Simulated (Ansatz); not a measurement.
# CH6InNSe: a ladder of functionals and wavefunction methods

The task here is to estimate one member of a computed series from the others.

The runs use Ansatz 0.2.0, Gaussian basis; functionals in def2-TZVPP, the program's frozen cores in correlated methods.

Levels to be run: LDA (SPW92), PBE-D4, revPBE-D4, BLYP-D4, r2SCAN-D4, B97M-V, PBE0-D4, B3LYP-D4, r2SCANh-D4, r2SCAN0-D4, HSE06-D4, BHLYP-D4, CAM-B3LYP-D4, LC-ωPBE, ωB97X-V, ωB97M-V, B2PLYP, PBE-QIDH; CCSD(T)/def2-SVP; CCSD(T)/def2-TZVPP; MP2/def2-QZVPP; extrapolation to the limit; RPA on PBE.

### Structure used throughout

All runs share one geometry, relaxed beforehand with PBE0-D4 in a triple-zeta def2 set. In takes the def2 core potential; no spin-orbit term is included.

SMILES `[NH2][InH][CH2][SeH]`, 10 atoms, charge 0, spin multiplicity 1.

Atoms are counted from 1 here; the program's logs count them from 0.

Bond lengths: N1–In2 2.013 Å, N1–H5 1.006 Å, N1–H6 1.007 Å, In2–C3 2.150 Å, In2–H7 1.708 Å, C3–Se4 1.965 Å, C3–H8 1.088 Å, C3–H9 1.090 Å, Se4–H10 1.471 Å. Angles: In2–N1–H5 123.9°, In2–N1–H6 123.6°, H5–N1–H6 111.0°, N1–In2–C3 111.7°, N1–In2–H7 118.4°, C3–In2–H7 129.5°, In2–C3–Se4 105.0°, In2–C3–H8 116.2°, In2–C3–H9 111.7°, Se4–C3–H8 109.7°, Se4–C3–H9 104.5°, H8–C3–H9 109.0°, C3–Se4–H10 96.3°.

Geometry (Å):

```
N    -1.8706   -0.4161    0.4092
In   -0.4974    0.9755   -0.0724
C     1.3035    0.0837   -0.8362
Se    2.2784   -0.5364    0.7526
H    -2.7784   -0.2010    0.7865
H    -1.8274   -1.3721    0.0974
H    -0.8160    2.6043    0.3304
H     1.1736   -0.7428   -1.5316
H     1.9615    0.8264   -1.2865
H     1.1558   -1.2727    1.3535
```

Set-up of the first run:

Input file in.yaml:

```yaml
crystal:
  periodic: [false, false, false]
  atoms:
    - {symbol: N, position_ang: [-1.870588, -0.416067, 0.409192]}
    - {symbol: In, position_ang: [-0.497382, 0.975527, -0.072354]}
    - {symbol: C, position_ang: [1.303524, 0.083679, -0.836209]}
    - {symbol: Se, position_ang: [2.278430, -0.536404, 0.752645]}
    - {symbol: H, position_ang: [-2.778356, -0.201037, 0.786464]}
    - {symbol: H, position_ang: [-1.827386, -1.372120, 0.097393]}
    - {symbol: H, position_ang: [-0.816040, 2.604254, 0.330403]}
    - {symbol: H, position_ang: [1.173614, -0.742784, -1.531630]}
    - {symbol: H, position_ang: [1.961464, 0.826409, -1.286477]}
    - {symbol: H, position_ang: [1.155819, -1.272658, 1.353472]}
basis:
  gaussian: {orbitals: def2-TZVPP}
hamiltonian: {xc: lda}
output: {orbitals: {seedname: orbitals}}
```

The run is started by

```console
$ ansatz run in.yaml --threads 4 --pin off --events-out ev --progress --plain --max-ram 10444MiB
```

Among the steps run: LDA; PBE-D4 (GGA); revPBE-D4 (GGA); BLYP-D4 (GGA); r2SCAN-D4 (meta-GGA); B97M-V (meta-GGA); PBE0-D4 (hybrid); B3LYP-D4 (hybrid); r2SCANh-D4 (hybrid); r2SCAN0-D4 (hybrid); HSE06-D4 (hybrid); BHLYP-D4 (hybrid); CAM-B3LYP-D4 (range-separated); LC-ωPBE (range-separated); ωB97X-V (range-separated); ωB97M-V (range-separated); B2PLYP (double hybrid); PBE-QIDH (double hybrid).

One of the session's tables, all rows but one given; the rest of the session is left out.

It belongs to the step «Frontier levels by functional». 

| functional | HOMO (eV) | gap (eV) |
| --- | --- | --- |
| LDA (SPW92) | -5.34 | 3.44 |
| PBE-D4 | -5.19 | 3.51 |
| revPBE-D4 | -5.13 | 3.55 |
| BLYP-D4 | -5.04 | 3.41 |
| r2SCAN-D4 | -5.42 | 3.98 |
| B97M-V | -5.49 | 3.83 |
| PBE0-D4 | -6.30 | 5.32 |
| B3LYP-D4 | -6.09 | 4.85 |
| r2SCANh-D4 | -5.83 | 4.64 |
| r2SCAN0-D4 | ? | ? |
| HSE06-D4 | -5.91 | 4.58 |
| BHLYP-D4 | -7.28 | 6.93 |
| CAM-B3LYP-D4 | -7.57 | 7.39 |
| LC-ωPBE | -8.90 | 9.77 |
| ωB97X-V | -8.56 | 9.30 |
| ωB97M-V | -8.44 | 8.89 |

**Question.** Estimate the row for r2SCAN0-D4.

Worked estimate for «HOMO (eV)». Against the share of exact exchange, r2SCAN-D4 (0, -5.42), r2SCANh-D4 (0.1, -5.83) give a slope of -4.10 per unit share; at 0.25 the line stands at -6.44.

The run gave: HOMO (eV): -6.45; gap (eV): 5.62. In «HOMO (eV)» the line misses by +0.01.
